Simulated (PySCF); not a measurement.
# PdH₄: relaxation and vibrations of the quintet

Aim: relax PdH₄ as a quintet from a hand-made see-saw geometry, check by its vibrations whether the end is a minimum, and collect its spectrum and constants.

The runs use PySCF 2.14.0; PBE0, basis Pd def2-TZVP with ECP28, H def2-TZVP, scalar-relativistic core potentials, no spin–orbit coupling, density fitting.

## Step 1: Starting geometry

5 atoms, charge 0, spin multiplicity 5.

Bond lengths: Pd1–H2 1.520 Å, Pd1–H3 1.520 Å, Pd1–H4 1.520 Å, Pd1–H5 1.520 Å. Angles: H2–Pd1–H3 170.0°, H2–Pd1–H4 86.9°, H2–Pd1–H5 86.9°, H3–Pd1–H4 86.9°, H3–Pd1–H5 86.9°, H4–Pd1–H5 104.0°.

```xyz
5
charge 0 multiplicity 5
Pd    0.0000    0.0000   -0.0196
H     0.0000    1.5142    0.1129
H     0.0000   -1.5142    0.1129
H     1.1978    0.0000    0.9162
H    -1.1978    0.0000    0.9162
```

## Step 2: See-saw start, quintet: relaxation

The steps below are one call of a driver around PySCF. For each, scf.py gives the equivalent set-up of the SCF; relaxations use the driver's own optimiser. Before each start the driver seeks the lowest SCF state from one or more starting densities and follows internal instabilities, so scf.py alone need not reach the same state.

The program finds C2v symmetry in the start, which this walk keeps. The walk stops when the largest gradient is under 0.0003 Eh/bohr and the energy has settled too.

scf.py

```python
from pyscf import gto, scf, dft
mol = gto.M(atom='''
Pd     0.000000     0.000000    -0.019587
H      0.000000     1.514200     0.112913
H     -0.000000    -1.514200     0.112913
H      1.197800    -0.000000     0.916213
H     -1.197800     0.000000     0.916213''',
    basis={'Pd': 'def2-TZVP', 'H': 'def2-TZVP'},
    ecp={'Pd': 'def2-TZVP'},
    charge=0, spin=4)
mf = dft.UKS(mol, xc='PBE0')
mf.grids.atom_grid = (50, 194)
aux = {'Pd': 'def2-universal-JKFIT', 'H': 'def2-universal-JKFIT'}
mf = mf.density_fit(auxbasis=aux)
mf.kernel()
```

The runs that follow: Frequencies; Following the imaginary mode; Is it a minimum? Harmonic modes.

Before running it: what results should come out? Wanted: minimum; geometry; wavenumbers; dipole moment; highest occupied, lowest empty level; polar-tensor charge of Pd1; zero-point energy; atomisation energy; ⟨S²⟩.

The runs gave:

| quantity | value |
| --- | --- |
| minimum | quintet, C2v |
| geometry | Pd–H 1.662 Å (×2), Pd–H 1.776 Å (×2); H–Pd–H 67.5°, H–Pd–H 114.7° (×4), H–Pd–H 119.6° |
| wavenumbers (cm⁻¹) | 449 (a2), 459 (b1), 565 (a1), 598 (b2), 773 (a1), 1025 (b1), 1183 (a1), 1529 (b2), 1628 (a1) |
| dipole moment | 0.39 D |
| highest occupied, lowest empty level (either spin) | -6.63, -5.86 eV |
| polar-tensor charge of Pd1 | -0.03 e |
| zero-point energy | 49.1 kJ/mol |
| entropy at 298.15 K | 261.4 J/(mol K) |
| atomisation energy (no zero-point energy) | 422 kJ/mol |
| ⟨S²⟩ | 6.011 |

**Reading.** The see-saw start (C2v) ends in a minimum of C2v symmetry, after a first stop at a second-order saddle point 11.4 kJ/mol higher, from which it was pushed off along an imaginary mode. In the infrared the band at 1025 cm⁻¹ (b1, stretch) leads. Other starts or spin states, not run here, may lie lower. One determinant may miss the lowest occupation of an open d or f shell.
